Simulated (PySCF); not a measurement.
**CH4F2Si (SMILES C[SiH](F)F) at SVWN5/cc-pVDZ**

What is the energy change on altering one bond length of CH4F2Si at SVWN5/cc-pVDZ? Input form: a Python script.

Program for the calculation: PySCF 2.14.0.

2 further runs of the same task are left out: 2 set aside as unsound or not needed.

## 1. The system as given

CH4F2Si has 8 atoms, charge 0, and is taken as a singlet. As SMILES, `C[SiH](F)F`. The coordinates come from a PBE0-D4/def2-TZVP relaxation.

Bond lengths: C1–Si2 1.840 Å, Si2–F3 1.591 Å, Si2–F4 1.591 Å, C1–H5 1.092 Å, C1–H6 1.093 Å, C1–H7 1.093 Å, Si2–H8 1.477 Å. Some angles: C1–Si2–F3 109.8°, C1–Si2–F4 109.8°, F3–Si2–F4 106.8°, C1–Si2–H8 114.8°, F3–Si2–H8 107.6°, F4–Si2–H8 107.6°, Si2–C1–H5 110.7°, Si2–C1–H6 110.6°, Si2–C1–H7 110.6°, H5–C1–H6 108.3°.

## 2. The energy at SVWN5/cc-pVDZ

Contents of input.py:

```python
from pyscf import gto, dft

mol = gto.M(
    atom=[
    ('C', (-0.387100, 0.881700, -0.174700)),
    ('Si', (0.329300, -0.775200, 0.180600)),
    ('F', (1.916300, -0.678300, 0.226700)),
    ('F', (-0.035400, -1.783900, -0.994000)),
    ('H', (-0.013400, 1.269000, -1.125400)),
    ('H', (-0.122700, 1.591000, 0.613300)),
    ('H', (-1.476800, 0.824400, -0.231400)),
    ('H', (-0.118100, -1.385700, 1.449000)),
],
    spin=0,
    verbose=3,
    basis='cc-pvdz',
    max_memory=1860,
)

myscf = dft.RKS(mol)
myscf.xc = 'svwn'
myscf.grids.level = 5
myscf.conv_tol = 1e-10
myscf.kernel()
if not myscf.converged:
    myscf = myscf.newton().run(myscf.mo_coeff, myscf.mo_occ)

etot = myscf.e_tot
print('E(%s) = %.9f' % ('SVWN5', etot))
```

On the command line:

```console
$ OMP_NUM_THREADS=1 python input.py
```

The log of the run:

```text
converged SCF energy = -526.992763809297
E(SVWN5) = -526.992763809
```

Run time: 11 s. Hardware: 1 thread of Intel Xeon at 2.70GHz, shared host; peak memory 0.27 GiB.

## 3. The distorted shape, same level

Contents of geometry.xyz:

```xyz
8

C     -0.602015     1.378759    -0.281288
Si     0.329300    -0.775200     0.180600
F      1.916300    -0.678300     0.226700
F     -0.035400    -1.783900    -0.994000
H     -0.228315     1.766059    -1.231988
H     -0.337615     2.088059     0.506712
H     -1.691715     1.321459    -0.337988
H     -0.118100    -1.385700     1.449000
```

Contents of job.py:

```python
from pyscf import gto, dft

mol = gto.M(
    atom='geometry.xyz',
    max_memory=1860,
    basis='cc-pvdz',
    charge=0,
    verbose=3,
)

mf = dft.RKS(mol)
mf.xc = 'svwn'
mf.grids.level = 5
mf.conv_tol = 1e-10
mf.kernel()
if not mf.converged:
    mf = mf.newton().run(mf.mo_coeff, mf.mo_occ)

energy = mf.e_tot
print('Final energy', energy)
```

On the command line:

```console
$ OMP_NUM_THREADS=1 python job.py
```

The log of the run:

```text
converged SCF energy = -526.940305876538
Final energy -526.9403058765383
```

It took 9.3 s on 1 thread of Intel Xeon at 2.70GHz, shared host; peak memory 0.27 GiB.

## 4. Summary of results

At SVWN5/cc-pVDZ:

| quantity | value |
| --- | --- |
| first shape: total energy | -526.99276 Eh |
| first shape: dipole moment | 2.12 D |
| first shape: HOMO energy | -7.77 eV |
| first shape: LUMO energy | 0.44 eV |
| first shape: HOMO–LUMO gap | 8.20 eV |
| distorted shape: total energy | -526.94031 Eh |
| distorted shape: dipole moment | 1.48 D |
| distorted shape: HOMO energy | -7.02 eV |
| distorted shape: LUMO energy | -1.06 eV |
| distorted shape: HOMO–LUMO gap | 5.97 eV |
| energy change with the C1–Si2 bond stretched from 1.840 to 2.392 Å | 1.427 eV |

What this shows: With the C1–Si2 bond stretched from 1.840 to 2.392 Å the energy rises by 1.43 eV (33 kcal/mol). The first shape isn't relaxed at this level, so the change isn't measured from a minimum. Mulliken charges (distorted shape) run from -0.40 on C1 to +0.62 on Si2; they depend strongly on the basis.
